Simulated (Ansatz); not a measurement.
# H3SiTa: the cost of one run

Computed with Ansatz 0.2.0, Gaussian basis. Level: def2-TZVPP, core rule «outside noble gas», up to 9 orbitals frozen.

To be run: UHF; CCSD(T) on ROHF; CCSD(T) on UHF; CCSDT(Q) on ROHF; CCSDT(Q) on UHF.

2 further runs of the same task are left out: 2 set aside as unsound or not needed.

## (1) The system

The geometry is a PBE0/def2-TZVP stationary point (not a proven minimum) of the parent state, kept for this charge and spin. No spin-orbit coupling is included. Elements past krypton take def2 core potentials.

5 atoms, charge 1, spin multiplicity 4.

Atoms are counted from 1 here; the program's logs count them from 0.

Bond lengths: Ta1–Si2 2.409 Å, Ta1–H5 1.882 Å, Si2–H3 1.482 Å, Si2–H4 1.482 Å, Si2–H5 1.672 Å. Angles: Si2–Ta1–H5 43.8°, Ta1–Si2–H3 122.8°, Ta1–Si2–H4 122.8°, Ta1–Si2–H5 51.1°, H3–Si2–H4 113.5°, H3–Si2–H5 106.1°, H4–Si2–H5 106.1°, Ta1–H5–Si2 85.1°.

## (2) UHF

in.yaml reads:

```yaml
crystal:
  periodic: [false, false, false]
  atoms:
    - {symbol: Ta, position_ang: [0.000535, 0.000000, 0.356118]}
    - {symbol: Si, position_ang: [-0.052686, 0.000000, -2.052241]}
    - {symbol: H, position_ang: [0.050278, -1.239944, -2.857882]}
    - {symbol: H, position_ang: [0.050280, 1.239943, -2.857882]}
    - {symbol: H, position_ang: [1.271478, -0.000001, -1.031256]}
basis:
  gaussian: {orbitals: def2-TZVPP}
total_charge: 1
magnetization: {spin_polarized: true, initial_magnetization: 3}
hamiltonian: {xc: hf}
output: {orbitals: {seedname: orbitals}}
```

The run is started by

```console
$ ansatz run in.yaml --threads 1 --pin off --events-out ev --progress --plain --max-ram 4096MiB --backend cpu
```

**Question.** How long does this run take on 1 thread of AMD EPYC 7R13, shared host, and how much memory does it need?

About 23 s, with a peak of 0.39 GiB.
